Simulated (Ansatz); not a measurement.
# MnB5: the cost of one run

Method: DFT PBE, scalar-relativistic, plane waves, PAW, unless a step names another level, in Ansatz 0.2.0.

4 further runs of the same task are left out: 3 that didn't finish, 1 set aside as unsound or not needed.

## Step 1: The starting structure

It takes space group R-3m (No. 166, trigonal). Conventional cell: a = 2.922 Å, b = 2.922 Å, c = 18.061 Å, α = 90.00°, β = 90.00°, γ = 120.00°. Mn (site symmetry -3m) has 12 B at 2.19 to 2.39 Å as nearest neighbours. Around B (site symmetry -3m) lie 2 B at 1.61 Å. Around B (site symmetry 3m) lie 4 B at 1.61 to 1.71 Å and 3 Mn at 2.19 Å. B (site symmetry 3m) is surrounded by 6 B at 1.71 to 2.14 Å and 3 Mn at 2.39 Å.

As a file:

```xyz
6
Lattice="1.4611 0.8436 6.0205 -1.4611 0.8436 6.0205 0.0000 -1.6872 6.0205" Properties=species:S:1:pos:R:3 pbc="T T T"
Mn    0.0000    0.0000    0.0000
B     0.0000    0.0000    9.0307
B     0.0000    0.0000   10.6400
B     0.0000    0.0000    7.4214
B     0.0000    0.0000    4.3228
B     0.0000    0.0000   13.7386
```

It came out lowest among 24 distinct ends of the trial cells. At a tolerance of 0.05 Å it has space group R-3m (No. 166). Site moments: 1.8 0.0 0.0 0.0 0.0 0.0 μB.

## Step 2: Tight relaxation for the response runs, on the response runs' mesh and smearing

The input, input.yaml:

```yaml
crystal:
  lattice:
    - [1.4611181823, 0.8435769759, 6.0204642647]
    - [-1.4611181823, 0.8435769759, 6.0204642647]
    - [0.0, -1.6871539517, 6.0204642647]
  atoms:
    - { symbol: Mn, position: [0.0, 0.0, 0.0], spin: 2.02 }
    - { symbol: B, position: [0.5, 0.5, 0.5] }
    - { symbol: B, position: [0.5891011001, 0.5891011001, 0.5891011001] }
    - { symbol: B, position: [0.4108988999, 0.4108988999, 0.4108988999] }
    - { symbol: B, position: [0.2393397116, 0.2393397116, 0.2393397116] }
    - { symbol: B, position: [0.7606602884, 0.7606602884, 0.7606602884] }
basis:
  ecutwfc: 420
kpoints:
  mp_grid: { grid: [12, 12, 12] }
hamiltonian:
  xc: pbe
scf:
  occupations: { method: gaussian, width: 0.1 }
output:
  forces: true
  stress: true
  eigenvalues: true
  populations: true
magnetization:
  spin_polarized: true
relax:
  adjacent_minimum: "off"
  f_tol: 0.001
  max_steps: 60
  cell: { stress_tol: 0.01 }
```

Started as:

```sh
$ ansatz run input.yaml --threads 3 --pin off --max-ram 7680MiB --backend cpu --events-out ev --progress --plain --runs-dir out
```

Q: Estimate wall time and peak memory on 3 threads of AMD EPYC (Zen 3), shared host.

About 5.4 min, with a peak of 0.64 GiB.
